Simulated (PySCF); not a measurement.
# Bi3 (Bi32+): the cost of one run

Program: PySCF 2.14.0. Level of theory: TPSS, Bi def2-SVP with ECP60; scalar-relativistic core potentials, no spin–orbit coupling. These are calculated values, not measurements.

4 further runs of the same task are left out: 2 for a known fault of the program, 1 that didn't finish, 1 set aside as unsound or not needed.

## Step 1: The starting structure

3 atoms, charge 2, spin multiplicity 2.

Bond lengths: Bi1–Bi2 2.915 Å, Bi1–Bi3 2.915 Å, Bi2–Bi3 3.189 Å. Angles: Bi2–Bi1–Bi3 66.3°, Bi1–Bi2–Bi3 56.8°, Bi1–Bi3–Bi2 56.8°.

As a file:

```
Bi    1.62696   -0.00003    0.00000
Bi   -0.81348    1.59463    0.00000
Bi   -0.81348   -1.59461    0.00000
```

An earlier session relaxed this geometry at TPSS, Bi def2-SVP with ECP60 (doublet, point group C2v).

Its energy there is -643.097219 Eh.

## Step 2: Multiplicity 4 at the relaxed geometry

The input, run.py (the lines that set the calculation):

```python
mol = gto.M(atom='''
Bi     1.62696    -0.00003     0.00000
Bi    -0.81348     1.59463     0.00000
Bi    -0.81348    -1.59461     0.00000''',
    basis={'Bi': 'def2-SVP'},
    ecp={'Bi': 'def2-SVP'},
    charge=2, spin=3)
mf = dft.UKS(mol, xc='TPSS')
mf.grids.atom_grid = (50, 194)
mf = mf.density_fit()  # fitting sets: Bi def2-universal-JKFIT
mf.conv_tol = 1e-08; mf.max_cycle = 55
mf.kernel(dm0)  # dm0: free metal ions and neutral atoms
```

Started as:

```sh
$ OMP_NUM_THREADS=2 python run.py
```

**Question.** How long does this run take on 2 threads of Arm Neoverse V1, shared host?

About 3.3 s.
